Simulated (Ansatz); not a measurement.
# CH5NOSiZn: the cost of one run

Computed with Ansatz 0.2.0, Gaussian basis. Level: the settings change from run to run.

**1. The molecule**

The geometry comes from an earlier relaxation with PBE0-D4 in a triple-zeta def2 set; it is a stationary point, not always the lowest conformer.

10 atoms, charge 0, spin multiplicity 1.

Atoms are counted from 1 here; the program's logs count them from 0.

Bond lengths: C1–N2 1.478 Å, C1–Si5 1.945 Å, C1–H6 1.099 Å, C1–H7 1.099 Å, N2–Zn3 1.852 Å, N2–H8 1.009 Å, Zn3–O4 1.838 Å, O4–Si5 1.643 Å, Si5–H9 1.490 Å, Si5–H10 1.491 Å. Angles: N2–C1–Si5 113.1°, N2–C1–H6 109.6°, N2–C1–H7 113.0°, Si5–C1–H6 106.7°, Si5–C1–H7 107.2°, H6–C1–H7 106.8°, C1–N2–Zn3 99.6°, C1–N2–H8 112.4°, Zn3–N2–H8 122.2°, N2–Zn3–O4 114.2°, Zn3–O4–Si5 99.4°, C1–Si5–O4 107.8°, C1–Si5–H9 108.1°, C1–Si5–H10 109.2°, O4–Si5–H9 112.0°, O4–Si5–H10 111.2°, H9–Si5–H10 108.4°.

**2. CAM-B3LYP/def2-TZVP**

Options: charge -1, multiplicity 2, atoms shaken by 0.15 Å, D3(BJ) with three-body dispersion, the search for lower states set to light.

The input, in.yaml:

```yaml
crystal:
  periodic: [false, false, false]
  atoms:
    - {symbol: C, position_ang: [0.313171, -0.220223, 0.669292]}
    - {symbol: N, position_ang: [0.050200, -1.620931, 0.179633]}
    - {symbol: Zn, position_ang: [-0.809209, -1.007206, -1.426273]}
    - {symbol: O, position_ang: [-0.803197, 0.445600, -1.707042]}
    - {symbol: Si, position_ang: [0.194801, 1.093721, -0.366978]}
    - {symbol: H, position_ang: [1.023928, -0.046495, 1.312456]}
    - {symbol: H, position_ang: [-0.386630, 0.120244, 1.396478]}
    - {symbol: H, position_ang: [-0.219639, -2.136652, 0.956856]}
    - {symbol: H, position_ang: [-0.731015, 2.559272, -0.088471]}
    - {symbol: H, position_ang: [1.369711, 1.454390, -1.154707]}
basis:
  gaussian: {orbitals: def2-TZVP}
total_charge: -1
magnetization: {spin_polarized: true, initial_magnetization: 1}
hamiltonian: {xc: {name: CAM-B3LYP}, dispersion: d3bjatm}
scf: {lower_state_search: light}
output: {forces: true}
```

The run is started by

```sh
$ ansatz run in.yaml --threads 4 --pin off --events-out ev --progress --plain --max-ram 10444MiB
```

What time and memory should one allow on 4 threads of Arm Neoverse V1, shared host?

About 9 s, with a peak of 1 GiB.
